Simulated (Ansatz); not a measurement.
# MgO (Fm-3m): a single-point run

The task is a single-point run on MgO (Fm-3m). The structure is shown as the input types it.

The COD cell was measured well above room temperature, so it is larger than a cold one.

Program: Ansatz 0.2.0. Level of theory: DFT PBE, scalar-relativistic, plane waves, PAW. These are calculated values, not measurements.

## 1. The starting structure

The structure is cubic, space group Fm-3m (No. 225). Conventional cell: a = 8.070 Å, b = 8.070 Å, c = 8.070 Å, α = 90.00°, β = 90.00°, γ = 90.00°. Mg (site symmetry m-3m) has 6 O at 4.03 Å in its first shell of neighbours. Around O (site symmetry m-3m) lie 6 Mg at 4.03 Å.

As a file:

```
Mg O
1.0
     0.00000    4.03485    4.03485
     4.03485    0.00000    4.03485
     4.03485    4.03485    0.00000
Mg O
1 1
Direct
  0.00000 0.00000 0.00000
  0.50000 0.50000 0.50000
```

## 2. The calculation

Input file input.yaml:

```yaml
crystal:
  lattice:
    - [0.0, 4.03484706, 4.03484706]
    - [4.03484706, 0.0, 4.03484706]
    - [4.03484706, 4.03484706, 0.0]
  atoms:
    - { symbol: Mg, position: [0.0, 0.0, 0.0] }
    - { symbol: O, position: [0.5, 0.5, 0.5] }
basis:
  ecutwfc: 420
  ecutrho_ratio: 4
kpoints:
  mp_grid: { grid: [10, 10, 10] }
hamiltonian:
  xc: pbe
scf:
  occupations: { method: gaussian, width: 0.05 }
  max_iter: 100
output:
  forces: true
  stress: true
```

Run with:

```sh
ansatz run input.yaml --threads 4 --pin off --max-ram 8192MiB --backend cpu --events-out ev --progress --plain --runs-dir out
```

Q: Will this input give a usable result? If not, why, and what should change?

The program finished normally. That alone doesn't make the input a sound one.

A unit slip: numbers in bohr are taken as ångström. The shortest distance in the input is 4.03 Å, between atoms 1 (Mg) and 2 (O).

Remedy: convert the lengths to the unit that the input reads.
